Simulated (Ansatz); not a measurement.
# InAs: the cost of one run

Method: DFT LDA, frozen-core PAW, scalar-relativistic unless said, in Ansatz 0.2.0.

The COD entry's cell or inner coordinates are ideal or old and differ from later refinements, so a difference from it is no clean test against experiment.

## Step 1: Starting point

It takes space group F-43m (No. 216, cubic). Conventional cell: a = 6.036 Å, b = 6.036 Å, c = 6.036 Å, α = 90.00°, β = 90.00°, γ = 90.00°. In (site symmetry -43m) is surrounded by 4 As at 2.61 Å. Around As (site symmetry -43m) lie 4 In at 2.61 Å.

Structure file:

```cif
data_structure
_symmetry_space_group_name_H-M 'P 1'
_symmetry_Int_Tables_number 1
_cell_length_a 4.2681
_cell_length_b 4.2681
_cell_length_c 4.2681
_cell_angle_alpha 60.000
_cell_angle_beta 60.000
_cell_angle_gamma 60.000
_cell_volume 54.98
loop_
_atom_site_label
_atom_site_type_symbol
_atom_site_fract_x
_atom_site_fract_y
_atom_site_fract_z
_atom_site_occupancy
In1 In 0.00000 0.00000 0.00000 1
As1 As 0.75000 0.75000 0.75000 1
```

Cartesian axes are those of the input's lattice vectors. The structure goes back to a database entry.

## Step 2: Cell and atoms relaxed, PAW

Contents of input.yaml:

```yaml
crystal:
  lattice:
    - [0.0, 3.018, 3.018]
    - [3.018, 0.0, 3.018]
    - [3.018, 3.018, 0.0]
  atoms:
    - { symbol: In, position: [0.0, 0.0, 0.0] }
    - { symbol: As, position: [0.75, 0.75, 0.75] }
kpoints:
  mp_grid: { grid: [14, 14, 14] }
scf:
  occupations: { method: fermi_dirac, width: 0.08 }
hamiltonian:
  xc: lda
  pseudopotentials: { kind: paw }
relax:
  f_tol: 0.002
  max_steps: 80
  cell: {}
output:
  forces: true
  stress: true
```

Launch:

```console
> ansatz run input.yaml --threads 1 --pin off --max-ram 3072MiB --backend cpu --events-out ev --progress --plain --runs-dir out
```

What time and memory should one allow on 1 thread of Intel Xeon Platinum 8488C (Sapphire Rapids), shared host?

About 36 s, with a peak of 0.47 GiB.
